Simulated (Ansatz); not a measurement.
# Zr2In2O3: one candidate of a structure search, part 2 of 2

Aim: relax a trial structure of Zr2In2O3 and see where it ends.

Ansatz 0.2.0; DFT PBE, scalar-relativistic, plane waves, PAW. The steps go on from the part before.

### Step 4. Spin check on a coarse mesh

input.yaml

```yaml
crystal:
  lattice:
    - [2.6642642803, 1.5382136994, 4.2552028388]
    - [-2.6642642803, 1.5382136994, 4.2552028388]
    - [0.0, -3.0764273989, 4.2552028388]
  atoms:
    - { symbol: Zr, position: [0.5, 0.5, 0.5], spin: 1.0 }
    - { symbol: Zr, position: [0.0, 0.0, 0.0], spin: 1.0 }
    - { symbol: In, position: [0.2153182026, 0.2153182026, 0.2153182026] }
    - { symbol: In, position: [0.7846817974, 0.7846817974, 0.7846817974] }
    - { symbol: O, position: [0.0, 0.5, 0.5] }
    - { symbol: O, position: [0.5, 0.0, 0.5] }
    - { symbol: O, position: [0.5, 0.5, 0.0] }
basis:
  ecutwfc: 420
kpoints:
  mp_grid: { grid: [6, 6, 6] }
hamiltonian:
  xc: pbe
scf:
  occupations: { method: gaussian, width: 0.1 }
  lower_state_search: "off"
output:
  forces: true
  stress: true
  eigenvalues: true
  populations: true
magnetization:
  spin_polarized: true
```

Run with:

```bash
> ansatz run input.yaml --threads 1 --pin off --max-ram 2560MiB --backend cpu --events-out ev --progress --plain --runs-dir out
```

The program printed, shortened:

```text
[...]
SCF converged after 17 iterations
Magnetization: 0.0000 μB (34.0000 up, 34.0000 down)
Absolute magnetization: 0.0000 μB (∫|ρ↑−ρ↓|, with the PAW one-centre terms)
Spin contamination: 0.0000 ħ² per cell (⟨S²⟩ above its minimum at these occupations)
[...]
Free energy (F): -21266.039657 eV
[...]
E sigma→0 (E₀):  -21266.035366 eV
Entropy (-TS):   -0.008582 eV (-1.226 meV/atom)
Fermi energy:    13.955583 eV
[...]
--- Forces (eV/Å), atoms counted from 1 ---
  atom   1  Zr     0.00000000     0.00000000     0.00000000
  atom   2  Zr     0.00000000     0.00000000     0.00000000
  atom   3  In     0.00000000     0.00000000    -0.00220564
  atom   4  In     0.00000000    -0.00000000     0.00220564
  atom   5  O     -0.00000000     0.00000000     0.00000000
  atom   6  O      0.00000000     0.00000000     0.00000000
  atom   7  O      0.00000000     0.00000000     0.00000000
[...]
--- Stress (GPa, compression-positive) ---
        0.053881       0.000000       0.000000
        0.000000       0.053881      -0.000000
        0.000000      -0.000000       0.076852
  P = ⅓ Tr σ = 0.0615 GPa (0.615 kbar)
--- Band table (eV; the first three rows and the last of 64) ---
[...]
--- Löwdin populations: 7 sites ---
  site symbol       q [e]    m [muB]
     0     Zr     11.0995     0.0000
     1     Zr     11.1743    -0.0000
     2     In     12.6824     0.0000
     3     In     12.6824     0.0000
     4      O      6.7072    -0.0000
     5      O      6.7072    -0.0000
     6      O      6.7072    -0.0000
  spilling = 0.003531 (of n_electrons = 68.000000)
```

It took 28 s on 1 thread of Intel Xeon at 2.70GHz, shared host; peak memory 0.55 GiB.

By site:

| atom | Löwdin electrons |
| --- | --- |
| Zr1 | 11.10 |
| Zr2 | 11.17 |
| In3 | 12.68 |
| In4 | 12.68 |
| O5 | 6.71 |
| O6 | 6.71 |
| O7 | 6.71 |

The Löwdin counts miss 0.24 of the 68 electrons, which the atomic orbitals do not span, so they are no charges.

The same cell is solved with trial moments on Zr. The largest site moment that stays is 0.00 μB and the cell's total 0.00 μB. The workflow keeps spin only above 0.25 μB on a site, so the next run goes without spin.

### Step 5. Final relaxation

The end of the coarse run is made exact in the group found at a tolerance of 0.06 Å and reduced to its primitive cell.

input.yaml

```yaml
crystal:
  lattice:
    - [2.6642642803, 1.5382136994, 4.2552028388]
    - [-2.6642642803, 1.5382136994, 4.2552028388]
    - [0.0, -3.0764273989, 4.2552028388]
  atoms:
    - { symbol: Zr, position: [0.5, 0.5, 0.5] }
    - { symbol: Zr, position: [0.0, 0.0, 0.0] }
    - { symbol: In, position: [0.2153182026, 0.2153182026, 0.2153182026] }
    - { symbol: In, position: [0.7846817974, 0.7846817974, 0.7846817974] }
    - { symbol: O, position: [0.0, 0.5, 0.5] }
    - { symbol: O, position: [0.5, 0.0, 0.5] }
    - { symbol: O, position: [0.5, 0.5, 0.0] }
basis:
  ecutwfc: 420
kpoints:
  mp_grid: { grid: [12, 12, 12] }
hamiltonian:
  xc: pbe
scf:
  occupations: { method: gaussian, width: 0.1 }
output:
  forces: true
  stress: true
  eigenvalues: true
relax:
  adjacent_minimum: "off"
  f_tol: 0.01
  max_steps: 80
  cell: { stress_tol: 0.05 }
```

Run with:

```bash
> ansatz run input.yaml --threads 1 --pin off --max-ram 2560MiB --backend cpu --events-out ev --progress --plain --runs-dir out
```

The program printed, shortened:

```text
Warning: RAYON_NUM_THREADS=1 ignored (pool sized by the plan → 1); use --threads N
[...]
Pseudopotentials: kind: paw
Pseudopotential: Zr, paw, valence charge 12, recommended cutoff 420 eV (normal), Zr.paw.azcp
Pseudopotential: In, paw, valence charge 13, recommended cutoff 420 eV (normal), In.paw.azcp
Pseudopotential: O, paw, valence charge 6, recommended cutoff 420 eV (normal), O.paw.azcp
Functional definition: PBE
[...]
Crystal: 7 atoms, lattice volume = 104.632 Å³
Basis set: ecut = 420 eV, 2061 PW (Γ), exchange–correlation on 72×72×72 points (8 copies of the dense FFT grid, shifted against one another)
Bands: 41, of which v1, the nominal top of the filled ones, is band 34 counted from 1 (33 counted from 0)
Symmetry: 12 space group operations
Space group: R-3m (ITA 166), of the structure as read, at distance tolerance 4.7e-5 Å
k-points: 189 of 1728
[...]
  P = ⅓ Tr σ = 0.0050 GPa (0.050 kbar)
--- Band table (eV; the first three rows and the last of 189) ---
[...]
--- Relaxed structure (3 steps of the walk, 2 accepted, 1 SCFs on fresh bases) ---
  F+E_penalty+E_count = -21266.03811892 eV   max|allowed force component| = 1.179e-3 eV/Å   (the final SCF, on the basis selected at the relaxed cell)
  cell:  # Å, volume = 104.6991 Å³
    - [2.6649259356633994, 1.5385957063090099, 4.255806473684631]
    - [-2.6649259356633994, 1.5385957063090099, 4.255806473684631]
    - [-4.191254859239105e-35, -3.077191412668027, 4.255806473666552]
  atoms:
    - { symbol: Zr, position: [0.5, 0.5, 0.49999999999999994] }
    - { symbol: Zr, position: [-1.5298560193046629e-33, -1.530071160662848e-33, 3.048612032281604e-33] }
    - { symbol: In, position: [0.21532980646168498, 0.21532980646168498, 0.21532980646168495] }
    - { symbol: In, position: [0.7846701935383149, 0.7846701935383149, 0.7846701935383149] }
    - { symbol: O, position: [5.551115123125783e-17, 0.5, 0.5] }
    - { symbol: O, position: [0.5, 5.551115123125783e-17, 0.5] }
    - { symbol: O, position: [0.5, 0.5, 0.0] }
```

Wall time 3.3 min (1 thread of Intel Xeon at 2.70GHz, shared host); peak memory 0.86 GiB.

Step by step:

```
step  energy from step 1 (eV/cell)  largest force component (eV/Å)  pressure (GPa)  volume (Å³)
   1                        0.0000                          0.0032            0.08       104.63
   2                        0.0005                          0.0115           -0.10       104.79
   3                        0.0002                          0.0012            0.00       104.70
   4                        0.0000                          0.0012            0.00       104.70
```

Step 1 is the start. Step 4 repeats the geometry before it on a plane-wave basis chosen anew for that cell, so its energy need not be comparable with the rows above. Step 2 was tried and not accepted.

Lengths and angles in the start's conventional setting:

|  | before | after | change |
| --- | --- | --- | --- |
| a (Å) | 5.329 | 5.330 | 0.0 % |
| b (Å) | 5.329 | 5.330 | 0.0 % |
| c (Å) | 12.766 | 12.767 | 0.0 % |
| volume (Å³/atom) | 14.95 | 14.96 | +0.1 % |
| shortest distance (Å) | 2.153 | 2.153 | 0.0 % |
| space group (0.01 Å) | R-3m | R-3m | same |

Forces and stress were held to the start's 12 operations: a distortion of lower symmetry was not tested.

### Step 6. Variant: dispersion d4

input.yaml

```yaml
crystal:
  lattice:
    - [2.6649259357, 1.5385957063, 4.2558064737]
    - [-2.6649259357, 1.5385957063, 4.2558064737]
    - [0.0, -3.0771914127, 4.2558064737]
  atoms:
    - { symbol: Zr, position: [0.5, 0.5, 0.5] }
    - { symbol: Zr, position: [0.0, 0.0, 0.0] }
    - { symbol: In, position: [0.2153298065, 0.2153298065, 0.2153298065] }
    - { symbol: In, position: [0.7846701935, 0.7846701935, 0.7846701935] }
    - { symbol: O, position: [0.0, 0.5, 0.5] }
    - { symbol: O, position: [0.5, 0.0, 0.5] }
    - { symbol: O, position: [0.5, 0.5, 0.0] }
basis:
  ecutwfc: 420
kpoints:
  mp_grid: { grid: [12, 12, 12] }
hamiltonian:
  xc: pbe
  dispersion: d4
scf:
  occupations: { method: gaussian, width: 0.1 }
output:
  forces: true
  eigenvalues: true
  stress: true
```

Run with:

```bash
> ansatz run input.yaml --threads 1 --pin off --max-ram 2560MiB --backend cpu --events-out ev --progress --plain --runs-dir out
```

The program printed, shortened:

```text
Warning: RAYON_NUM_THREADS=1 ignored (pool sized by the plan → 1); use --threads N
[...]
Pseudopotentials: kind: paw
Pseudopotential: Zr, paw, valence charge 12, recommended cutoff 420 eV (normal), Zr.paw.azcp
Pseudopotential: In, paw, valence charge 13, recommended cutoff 420 eV (normal), In.paw.azcp
Pseudopotential: O, paw, valence charge 6, recommended cutoff 420 eV (normal), O.paw.azcp
Functional definition: PBE
[...]
Crystal: 7 atoms, lattice volume = 104.699 Å³
Basis set: ecut = 420 eV, 2061 PW (Γ), exchange–correlation on 72×72×72 points (8 copies of the dense FFT grid, shifted against one another)
Bands: 41, of which v1, the nominal top of the filled ones, is band 34 counted from 1 (33 counted from 0)
Symmetry: 12 space group operations
Space group: R-3m (ITA 166), of the structure as read, at distance tolerance 4.7e-5 Å
k-points: 189 of 1728
[...]
SCF iter   8: F=-21267.825576 eV  HF=-21267.825576 eV  |F-HF|=1.00e-9  |Δ(HF+E_count)|=   1.88e-8  Δρ=2.26e-6  dr2=4.03e-9  ethr=1.47e-10  ⟨swp⟩=8.8  Hψ=28054  notcnv=0
[...]
SCF converged after 8 iterations
Free energy (F): -21267.825576 eV
[...]
E sigma→0 (E₀):  -21267.820804 eV
Entropy (-TS):   -0.009544 eV (-1.363 meV/atom)
Fermi energy:    13.954363 eV
[...]
--- Forces (eV/Å), atoms counted from 1 ---
  atom   1  Zr     0.00000000    -0.00000000    -0.00000000
  atom   2  Zr     0.00000000     0.00000000     0.00000000
  atom   3  In    -0.00000000     0.00000000    -0.01445491
  atom   4  In     0.00000000    -0.00000000     0.01445491
  atom   5  O     -0.00000000     0.00000000    -0.00000000
  atom   6  O      0.00000000     0.00000000     0.00000000
  atom   7  O      0.00000000     0.00000000    -0.00000000
[...]
--- Stress (GPa, compression-positive) ---
       -2.549413      -0.000000       0.000000
       -0.000000      -2.549413       0.000000
        0.000000       0.000000      -2.677124
  P = ⅓ Tr σ = -2.5920 GPa (-25.920 kbar)
--- Band table (eV; the first three rows and the last of 189) ---
[...]
```

It took 38 s on 1 thread of Intel Xeon at 2.70GHz, shared host; peak memory 0.81 GiB.

| run | ending | energy change | pressure (GPa) | gap (eV) | force (eV/Å) | cycles | time |
| --- | --- | --- | --- | --- | --- | --- | --- |
| step 5 | converged | 0 | 0.0 | 0.00 | 0.00 | - | 3.3 min |
| variant | converged | -255.4 meV/atom (offset of the dispersion model) | -2.6 | 0.00 | 0.01 | 8 | 38 s |

Changing the dispersion term moves the energy by -255.4 meV/atom, and the pressure goes from 0.0 to -2.6 GPa. The dispersion term adds attraction between atoms and pulls the pressure down.

### Step 7. Summary of results

This closing draws on all 2 parts. Changes of volume or cell count from the first structure of part 1.

```
                                                              quantity                                                                        value
                                symmetry at the end (tolerance 0.05 Å)                                                   space group R-3m (No. 166)
                                                     conventional cell  a = 5.330 Å, b = 5.330 Å, c = 12.767 Å, α = 90.00°, β = 90.00°, γ = 120.00°
                                                                volume                                                                14.96 Å³/atom
energy over the elements (uncorrected; H, N, O, F and Cl as molecules)                                                                -1.11 eV/atom
                                                       gap on the mesh                                                                 none (metal)
```

The space group R-3m (No. 166) is kept, and the volume per atom grows by 10.1 % from the first guess. It lies below the elements, which doesn't yet make it stable: competing phases were not computed in this session. No finished test with a distortion of lower symmetry is shown, so the end may be a saddle point. Other magnetic orders were not searched.
